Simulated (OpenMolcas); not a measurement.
# C3H10Si (trimethylsilane): BPBE/def2-SVP

Aim: the vertical ionisation energy of C3H10Si (trimethylsilane) at BPBE/def2-SVP, from 2 runs. 

The results are computed with OpenMolcas 26.06.

### Step 1. Starting point

C3H10Si: 14 atoms, total charge 0, spin state singlet. As SMILES, `C[SiH](C)C`. The shape is that of a PBE0-D4/def2-TZVP optimisation.

Bond lengths: C1–Si2 1.874 Å, Si2–C3 1.874 Å, Si2–C4 1.874 Å, C1–H5 1.093 Å, C1–H6 1.093 Å, C1–H7 1.094 Å, Si2–H8 1.494 Å, C3–H9 1.094 Å, C3–H10 1.093 Å, C3–H11 1.093 Å, C4–H12 1.093 Å, C4–H13 1.094 Å, C4–H14 1.093 Å. Some angles: C1–Si2–C3 110.3°, C1–Si2–C4 110.3°, C3–Si2–C4 110.3°, C1–Si2–H8 108.6°, C3–Si2–H8 108.6°, C4–Si2–H8 108.6°, Si2–C1–H5 111.2°, Si2–C1–H6 111.1°, Si2–C1–H7 110.9°, Si2–C3–H9 110.9°.

### Step 2. A single-point energy at BPBE/def2-SVP

job.inp reads:

```
>>> EXPORT MOLCAS_PRINT=2

&GATEWAY
  BasLib = $CurrDir
  Coord
  14
  bohr
  C     -1.80808996     2.04581750    -1.96229161
  Si    -0.64023921    -0.02759000     0.65932544
  C      2.34212656     1.29276164     2.03674682
  C     -0.09694295    -3.31968188    -0.52458797
  H     -3.56799190     1.31751705    -2.76070090
  H     -2.16543717     3.96596822    -1.29087192
  H     -0.41876331     2.15674443    -3.48824545
  H     -2.60687719    -0.11206076     2.68416699
  H      3.83425431     1.38611411     0.61000359
  H      3.02696331     0.11999761     3.59274731
  H      2.04430572     3.20138503     2.76712596
  H     -1.83076667    -4.12716186    -1.30353308
  H      1.33584740    -3.33971298    -2.01388113
  H      0.55161106    -4.56009811     0.99399594
  Basis = def2-SVP
  Group = NoSym

&SEWARD
  GridInput
  Grid=Fine
  End of Grid

&SCF
  KSDFT = BPBE
  PrOrbitals = 0
```

The basis set def2-SVP is read from a file made from the Basis Set Exchange's data (not shown).

Launch:

```
export MOLCAS_MEM=1860
pymolcas job.inp > job.log
```

Standard output:

```text
--- Start Module: gateway ---
[...]
--- Stop Module: gateway /rc=_RC_ALL_IS_WELL_ ---
--- Start Module: seward ---
[...]
      Basis functions          110
--- Stop Module: seward /rc=_RC_ALL_IS_WELL_ ---
[...]
--- Start Module: scf ---
[...]
       Convergence after  12 Iterations
[...]
::    Total KS-DFT energy                            -409.5578028649
[...]
      Total spin, S                                     0.0000000000
[...]
      Total electronic charge=   42.000000
      Total            charge=   -0.000000
[...]
      Dipole Moment (debye):
      Origin of the operator (angstrom)=   -0.0891   -0.0038    0.0917
                   X=  4.4976E-01               Y=  1.8851E-02               Z= -4.6262E-01           Total=  6.4549E-01
      Quadrupole Moment (debye*angstrom):
[...]
--- Stop Module: scf /rc=_RC_ALL_IS_WELL_ ---
[...]
```

Run time: 31 s. Hardware: 1 thread of Arm Neoverse N1, shared host; peak memory 0.65 GiB.

### Step 3. The doublet cation

job.input reads:

```
&GATEWAY
 BasLib=$CurrDir
 Coord
 14
 bohr
 C     -1.80808996     2.04581750    -1.96229161
 Si    -0.64023921    -0.02759000     0.65932544
 C      2.34212656     1.29276164     2.03674682
 C     -0.09694295    -3.31968188    -0.52458797
 H     -3.56799190     1.31751705    -2.76070090
 H     -2.16543717     3.96596822    -1.29087192
 H     -0.41876331     2.15674443    -3.48824545
 H     -2.60687719    -0.11206076     2.68416699
 H      3.83425431     1.38611411     0.61000359
 H      3.02696331     0.11999761     3.59274731
 H      2.04430572     3.20138503     2.76712596
 H     -1.83076667    -4.12716186    -1.30353308
 H      1.33584740    -3.33971298    -2.01388113
 H      0.55161106    -4.56009811     0.99399594
 Basis=def2-SVP
 Group=NoSym

&SEWARD
 GridInput
 Grid=Fine
 End of Grid

&SCF
 UHF
 Charge=1
 Spin=2
 KSDFT=BPBE
 PrOrbitals=0
```

The basis set def2-SVP is read from a file made from the Basis Set Exchange's data (not shown).

Launch:

```
export MOLCAS_MEM=1860
pymolcas job.input > job.log
```

Standard output:

```text
--- Start Module: gateway ---
[...]
--- Stop Module: gateway /rc=_RC_ALL_IS_WELL_ ---
--- Start Module: seward ---
[...]
      Basis functions          110
--- Stop Module: seward /rc=_RC_ALL_IS_WELL_ ---
[...]
--- Start Module: scf ---
[...]
       Convergence after  53 Iterations
[...]
::    Total KS-DFT energy                            -409.1865201874
[...]
      Total spin, S                                     0.5010422313
[...]
      Total electronic charge=   41.000000
      Total            charge=    1.000000
[...]
      Dipole Moment (debye):
      Origin of the operator (angstrom)=   -0.0891   -0.0038    0.0917
                   X=  3.5861E-01               Y=  6.1148E-02               Z= -2.0196E-01           Total=  4.1609E-01
      Center of Charge (angstrom)
[...]
--- Stop Module: scf /rc=_RC_ALL_IS_WELL_ ---
[...]
```

It took 2.5 min on 1 thread of Arm Neoverse N1, shared host; peak memory 0.65 GiB.

### Step 4. What came out

Level: BPBE/def2-SVP.

| quantity | value |
| --- | --- |
| singlet C3H10Si: total energy | -409.55780 Eh |
| singlet C3H10Si: dipole moment | 0.65 D |
| singlet C3H10Si: HOMO energy | -7.16 eV |
| singlet C3H10Si: LUMO energy | 1.15 eV |
| singlet C3H10Si: HOMO–LUMO gap | 8.30 eV |
| doublet cation: total energy | -409.18652 Eh |
| doublet cation: HOMO energy (highest over α and β) | -13.08 eV |
| doublet cation: LUMO energy (lowest over α and β) | -13.04 eV |
| doublet cation: ⟨S²⟩ | 0.752 |
| vertical ionisation energy (to the doublet cation) | 10.103 eV |

**Reading.** The vertical ionisation energy comes to 10.10 eV (975 kJ/mol). −ε(HOMO) before ionisation, 7.16 eV, is 2.95 eV below this ionisation energy. Mulliken charges (singlet C3H10Si) run from -0.27 on C1 to +0.38 on Si2.
